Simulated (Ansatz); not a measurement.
# SnGeH6 (SMILES [GeH3][SnH3]): BCCD(T)/def2-SVP (core potential)

What is the electronic atomisation energy of SnGeH6 at BCCD(T)/def2-SVP (core potential)? 

The calculation is run with Ansatz 0.2.0.

41 further runs of the same task are left out: 41 set aside as unsound or not needed.

**1. The structure to begin with**

SnGeH6: 8 atoms, total charge 0, spin state singlet. As SMILES, `[GeH3][SnH3]`. Geometry: relaxed at PBE0-D4/def2-TZVP.

Bond lengths: Ge1–Sn2 2.595 Å, Ge1–H3 1.538 Å, Ge1–H4 1.538 Å, Ge1–H5 1.538 Å, Sn2–H6 1.707 Å, Sn2–H7 1.707 Å, Sn2–H8 1.707 Å. Some angles: Ge1–Sn2–H6 110.4°, Ge1–Sn2–H7 110.5°, Ge1–Sn2–H8 110.4°, Sn2–Ge1–H3 110.4°, Sn2–Ge1–H4 110.4°, Sn2–Ge1–H5 110.4°, H6–Sn2–H7 108.5°, H6–Sn2–H8 108.5°, H7–Sn2–H8 108.5°, H3–Ge1–H4 108.5°.

**2. A single-point energy at BCCD(T)/def2-SVP (core potential)**

Input file in.yaml:

```yaml
basis:
  gaussian: {orbitals: def2-SVP}
crystal:
  periodic: [false, false, false]
  atoms:
    - {symbol: Ge, position_ang: [-0.754100, 0.285800, -1.041300]}
    - {symbol: Sn, position_ang: [0.751500, -0.290300, 0.992300]}
    - {symbol: H, position_ang: [-1.830800, 1.307300, -0.639500]}
    - {symbol: H, position_ang: [-1.453400, -0.978600, -1.567000]}
    - {symbol: H, position_ang: [0.087500, 0.886500, -2.179300]}
    - {symbol: H, position_ang: [-0.187600, -0.932800, 2.265200]}
    - {symbol: H, position_ang: [1.931000, -1.444200, 0.553800]}
    - {symbol: H, position_ang: [1.547900, 1.109100, 1.560100]}
correlation: {method: bccd_t, frozen_orbitals: {Ge: 9, H: 0, Sn: 4}}
accuracy: high
scf: {omitted_lower_state_checks: [cluster_reference, increment]}
```

The run is started by

```
ansatz run in.yaml --threads 1 --pin off --max-ram 3480MiB --events-out events.jsonl --progress --plain --runs-dir runs
```

What it wrote:

```text
Warning: RAYON_NUM_THREADS=1 ignored (pool sized by the plan → 1); use --threads N
[... 11 lines left out ...]
13 core orbitals not correlated: weight in the atoms' cores, before any rotation towards them, 1.000 or more for the frozen orbitals, at most 0.000 for the correlated occupied ones
[... 21 lines left out ...]
Total energy: -62377.31569646 eV, -2292.3240709819 hartree
Checks for a lower state left out: cluster_reference, increment
```

Run time: 25 s. Hardware: 1 thread of Arm Neoverse V2, shared host; peak memory 0.68 GiB.

**3. The Ge atom at the same level**

Input file job.yaml:

```yaml
crystal:
  periodic: [false, false, false]
  atoms:
    - {symbol: Ge, position_ang: [0.000000, 0.000000, 0.000000]}
basis:
  gaussian:
    orbitals: def2-SVP
magnetization:
  spin_polarized: true
  initial_magnetization: 2
correlation:
  method: bccd_t
  frozen_orbitals: {Ge: 9}
accuracy: high
scf:
  omitted_lower_state_checks: [cluster_reference, increment]
```

Run the same way, it converges to -2075.23927 Eh (log not shown).

**4. The H atom: a single-point energy at UHF/def2-SVP**

Input file molecule.yaml:

```yaml
crystal:
  periodic: [false, false, false]
  atoms:
    - symbol: H
      position_ang: [0.000000, 0.000000, 0.000000]
basis:
  gaussian: {orbitals: def2-SVP}
magnetization: {spin_polarized: true, initial_magnetization: 1}
hamiltonian: {xc: hf}
accuracy: high
```

Run the same way, it converges to -0.49928 Eh (log not shown).

**5. The Sn atom**

Input file in.yaml:

```yaml
crystal:
  periodic: [false, false, false]
  atoms:
    - symbol: Sn
      position_ang: [0.000000, 0.000000, 0.000000]
basis:
  gaussian: {orbitals: def2-SVP}
magnetization: {spin_polarized: true, initial_magnetization: 2}
correlation: {method: bccd_t, frozen_orbitals: {Sn: 4}}
accuracy: high
scf: {omitted_lower_state_checks: [cluster_reference, increment]}
```

Run the same way, it converges to -213.40830 Eh (log not shown).

**6. What came out**

Level: BCCD(T)/def2-SVP (core potential), 13 core orbitals frozen.

| quantity | value |
| --- | --- |
| molecule: total energy | -2292.32407 Eh |
| molecule: correlation energy (13 core orbitals frozen) | -408.2 mEh |
| molecule: (T) correction | -11.90 mEh |
| Ge atom: total energy | -2075.23927 Eh |
| Ge atom: correlation energy (9 core orbitals frozen) | -181.2 mEh |
| Ge atom: (T) correction | -5.36 mEh |
| Ge atom: ⟨S²⟩ of the reference determinant | 2.009 |
| H atom: total energy | -0.49928 Eh |
| H atom: ⟨S²⟩ | 0.750 |
| Sn atom: total energy | -213.40830 Eh |
| Sn atom: correlation energy (4 core orbitals frozen) | -72.2 mEh |
| Sn atom: (T) correction | -1.64 mEh |
| Sn atom: ⟨S²⟩ of the reference determinant | 2.010 |
| electronic atomisation energy | 18.526 eV |

Taking the molecule apart into free atoms costs 18.53 eV (1788 kJ/mol), before zero-point energy and without spin-orbit coupling. The triples (molecule) make up 2.9 % of the correlation energy. The triples (Ge atom) make up 3.0 % of the correlation energy. The triples (Sn atom) make up 2.3 % of the correlation energy.
